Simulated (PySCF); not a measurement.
# B3H8Se: the cost of one run

Programs: PySCF 2.14.0, with density-fitted response routines of our own. Each step states its level of theory. These are calculated values for one molecule in the gas phase, unless marked as measured. Atoms count from 0, in the outputs and in this text.

3 further runs of the same task are left out: 3 for a faulty analytic Hessian.

### 1 Starting geometry

12 atoms, charge -1, multiplicity 1; geometry from: GFN2-xTB.

Bonds of the start (Å): B0–Se1 2.19, Se1–B2 2.03, B2–H3 1.34, H3–B4 1.34, B4–Se1 2.03, B0–H5 1.19, B0–H6 1.19, B0–H7 1.19, B2–H8 1.18, B2–H9 1.19, B4–H10 1.19, B4–H11 1.18.

### 2 Relaxing the molecule at PBE0-D3(BJ)/def2-SVP

Job settings and geometry (Å):

```
{"job": {"xc": "PBE0", "basis": "def2-SVP", "d3": "d3bj", "grid": 1, "kind": "geom"}, "charge": -1, "multiplicity": 1}
B      1.871150    -0.680280    -0.550570
Se     0.094010     0.240000     0.329800
B     -1.121030     0.504690    -1.272850
H     -1.823540    -0.626470    -1.144790
B     -1.339480    -1.152760    -0.014810
H      2.316030    -1.372720     0.314510
H      1.463550    -1.288150    -1.492570
H      2.583110     0.234310    -0.837990
H     -0.557740     0.431470    -2.308340
H     -1.894930     1.390970    -1.122760
H     -2.225070    -1.110490     0.773230
H     -0.904500    -2.212690    -0.300790
```

Q: Estimate the wall time of this first job on 4 threads of Arm Neoverse V1, shared host.

About 21 s.
